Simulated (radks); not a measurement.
# Sc⁴⁺ in [Ne] 3s2 3p5: an all-electron calculation

One table from this session's results is given with a row withheld; the runs are named, their logs left out.

Method: Dirac Kohn-Sham, SOGGA, spin-unpolarised, spherical densities, finite nucleus; open shells fill j = l - 1/2 first. Code: radks (a radial shooting solver on a logarithmic mesh, Libxc functionals) version 1.

## The atom as given

- element: scandium (Z = 21)
- charge: +4
- electrons: 17
- configuration: [Ne] 3s2 3p5
- nuclear rms radius: 3.5459 fm

The first run:

The run's settings:

```text
Z 21
configuration [Ne] 3s2 3p5 4s0 3d0 4p0 4f0
relativity Dirac
functional sogga,pbe
spin unpolarised
j_filling energy
nucleus finite rms 3.5459 fm
c 137.035999084
```

Started as:

```console
$ python run_ks.py task.json out
```

All runs below come from this command, one after another.

One of the session's tables, all rows but one given; the rest of the session is left out.

It belongs to the step «Orbitals and density». Sizes of the orbitals, from the radial functions (bohr):

```
level      <r>  outermost maximum (interpolated)  90 % within  nodes
1s1/2  0.07310                            0.0478        0.131      0
2s1/2   0.3434                             0.284        0.534      1
2p1/2   0.3057                             0.231        0.504      0
2p3/2   0.3083                             0.233        0.507      0
3s1/2        ?                                 ?            ?      ?
3p1/2    1.085                             0.936         1.64      1
3p3/2    1.092                             0.942         1.65      1
3d3/2    1.215                             0.947         1.95      0
3d5/2    1.217                             0.949         1.96      0
4s1/2    2.478                              2.32         3.54      3
```

**Question.** Estimate the row for 3s1/2.

**Answer.** <r>: 1.033; outermost maximum (interpolated): 0.911; 90 % within: 1.53; nodes: 2. In the column «<r>» it lies between 2s1/2 (0.3434) and 3p1/2 (1.085).

Limits of these values: Spin polarisation and multiplet splitting are left out.
